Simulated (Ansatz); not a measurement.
From input file to script: FH7SSi3, SMILES F[SiH]([SiH3])S[SiH3] in Ansatz 0.2.0.

```yaml
crystal:
  periodic: [false, false, false]
  atoms:
    - { symbol: F, position_ang: [-1.5673, -1.2964, -0.4851] }
    - { symbol: Si, position_ang: [-1.301, 0.2568, -0.0643] }
    - { symbol: Si, position_ang: [0.0356, 1.3036, -1.6295] }
    - { symbol: S, position_ang: [-0.4256, 0.2638, 1.9205] }
    - { symbol: Si, position_ang: [0.9204, -1.3118, 1.5648] }
    - { symbol: H, position_ang: [-2.5905, 1.006, -0.0021] }
    - { symbol: H, position_ang: [0.3866, 2.7087, -1.2106] }
    - { symbol: H, position_ang: [-0.5329, 1.3534, -2.967] }
    - { symbol: H, position_ang: [1.3742, 0.6078, -1.7062] }
    - { symbol: H, position_ang: [1.77, -1.435, 2.8139] }
    - { symbol: H, position_ang: [1.7669, -0.9333, 0.4535] }
    - { symbol: H, position_ang: [0.2405, -2.5787, 1.3461] }
basis:
  gaussian: { orbitals: def2-SVP }
hamiltonian:
  xc: pbe
output:
  forces: true
```

Launched from the shell:
```console
$ ansatz run input.yaml --threads 1 --pin off --max-ram 4096MiB --backend cpu --events-out ev --progress --plain --runs-dir out
Engine: ansatz 0.2.0, aarch64-unknown-linux-gnu
Functional definition: PBE
  parameter kappa = 0.804
  parameter beta = 0.06672455060314922
  exchange = pbe_x(kappa = kappa, mu = beta*pi^2/3)
  correlation = pbe_c(beta = beta)
1347 factors; their error is unknown
mean field evaluation 1: about -37266.2599 eV, gradient 3.3e1 eV
mean field evaluation 2: about -37262.1895 eV, gradient 6.4e1 eV
mean field evaluation 4: about -37268.6775 eV, gradient 2.8e0 eV
mean field evaluation 8: about -37268.7038 eV, gradient 4.9e-2 eV
mean field evaluation 16: about -37268.5840 eV, gradient 4.5e-5 eV
mean field -37268.58403833 eV, -1369.5952018551 hartree, gradient 4.5e-5 eV, S^2 0.000000; 0 other end points of the search recorded, 0 dependent functions left out
the calculation of the forces begins
reference -37268.58407928 eV, -1369.5952033598 hartree; 37, 37 occupied and 84, 84 virtual orbitals, 1347 factors
Total energy: -37268.58407928 eV, -1369.5952033598 hartree
Atom 0 at    -1.567300    -1.296400    -0.485100 Å, force    -0.121169    -0.442648    -0.234137 eV/Å
Atom 1 at    -1.301000     0.256800    -0.064300 Å, force    -0.114354     0.544396     0.477918 eV/Å
Atom 2 at     0.035600     1.303600    -1.629500 Å, force     1.266580     0.137752     0.461793 eV/Å
Atom 3 at    -0.425600     0.263800     1.920500 Å, force    -0.912615     0.862991     0.050956 eV/Å
Atom 4 at     0.920400    -1.311800     1.564800 Å, force     0.769606    -0.313653     1.106359 eV/Å
Atom 5 at    -2.590500     1.006000    -0.002100 Å, force    -0.254589    -0.053835     0.182055 eV/Å
Atom 6 at     0.386600     2.708700    -1.210600 Å, force    -0.225342     0.011275     0.107138 eV/Å
Atom 7 at    -0.532900     1.353400    -2.967000 Å, force    -0.487485    -0.030225    -0.842119 eV/Å
Atom 8 at     1.374200     0.607800    -1.706200 Å, force    -0.093264    -0.066734    -0.062535 eV/Å
Atom 9 at     1.770000    -1.435000     2.813900 Å, force    -0.124436     0.058857    -0.159747 eV/Å
Atom 10 at     1.766900    -0.933300     0.453500 Å, force     0.654597     0.064624    -0.883403 eV/Å
Atom 11 at     0.240500    -2.578700     1.346100 Å, force    -0.357528    -0.772799    -0.204279 eV/Å
Dipole moment:     0.045640     0.070777    -0.125543 e Å
```

Notebook, run cell by cell (the value of a cell's last expression is shown):

In [1]:
```python
import json

import ansatz as az
import numpy as np
import pandas as pd
```

In [2]:
```python
BASIS = 'def2-SVP'
XC = 'PBE'
```

In [3]:
```python
mol = (
    az.Crystal.molecule()
    .atom('F', (-1.5673, -1.2964, -0.4851))
    .atom('Si', (-1.301, 0.2568, -0.0643))
    .atom('Si', (0.0356, 1.3036, -1.6295))
    .atom('S', (-0.4256, 0.2638, 1.9205))
    .atom('Si', (0.9204, -1.3118, 1.5648))
    .atom('H', (-2.5905, 1.006, -0.0021))
    .atom('H', (0.3866, 2.7087, -1.2106))
    .atom('H', (-0.5329, 1.3534, -2.967))
    .atom('H', (1.3742, 0.6078, -1.7062))
    .atom('H', (1.77, -1.435, 2.8139))
    .atom('H', (1.7669, -0.9333, 0.4535))
    .atom('H', (0.2405, -2.5787, 1.3461))
)

base = (
    mol.calculation()
    .basis(gaussian=BASIS)
    .functional(XC)
    .forces()
)
done = base.run(threads=1)
data = done.report
```

In [4]:
```python
data['n_occupied'], data['n_virtual']
```
Out [4]:
```text
([37, 37], [84, 84])
```

In [5]:
```python
print(f'E = {data["free_energy_ev"]:.6f} eV = {data["free_energy_ev"] / 27.211386246:.7f} Ha')
print('converged:', data['converged'], ' doubts:', data['published_state_doubts'] or 'none')

symbols = [site.symbol for site in mol.cartesian_sites]
forces = np.array(data['forces_ev_ang'])
print('largest force', round(float(np.linalg.norm(forces, axis=1).max()), 4), 'eV/A, rms', round(float(np.sqrt((forces ** 2).mean())), 4))
```
```text
E = -37268.584079 eV = -1369.5952034 Ha
converged: True  doubts: none
largest force 1.3837 eV/A, rms 0.5079
```

In [6]:
```python
charges = data['charge_distribution']
table = pd.DataFrame({'atom': symbols, 'mulliken': charges['mulliken_charges_e'], 'lowdin': charges['lowdin_charges_e']})
print(table.round(3).to_string())
print('dipole (e A):', np.round(charges['dipole_moment_e_ang'], 4) + 0.0)
with open('fh7ssi3.json', 'w') as handle:
    json.dump({k: data[k] for k in ('free_energy_ev', 'reference_energy_ev', 'n_occupied', 'n_virtual')}, handle, indent=1)
```
```text
   atom  mulliken  lowdin
0     F    -0.285   0.006
1    Si     0.486   0.035
2    Si     0.084   0.147
3     S    -0.345   0.095
4    Si     0.277   0.164
5     H    -0.036  -0.074
6     H    -0.028  -0.049
7     H    -0.028  -0.057
8     H    -0.027  -0.054
9     H    -0.034  -0.067
10    H    -0.040  -0.075
11    H    -0.024  -0.072
dipole (e A): [ 0.0456  0.0708 -0.1255]
```

Total energies depend on the basis set; only differences at equal settings carry meaning. The geometry is a force-field or estimated start, not a minimum of this method, and the basis set is short of its limit. The Löwdin charges here are taken after orthogonalising the functions within each atom; they differ from plain Löwdin charges, and their signs can be unphysical. Finished in 5.7 s on 1 thread of Arm Neoverse V1, on a shared host, peak memory 0.26 GiB.

(Lines on the test bed's own set-up are left out of the output.)
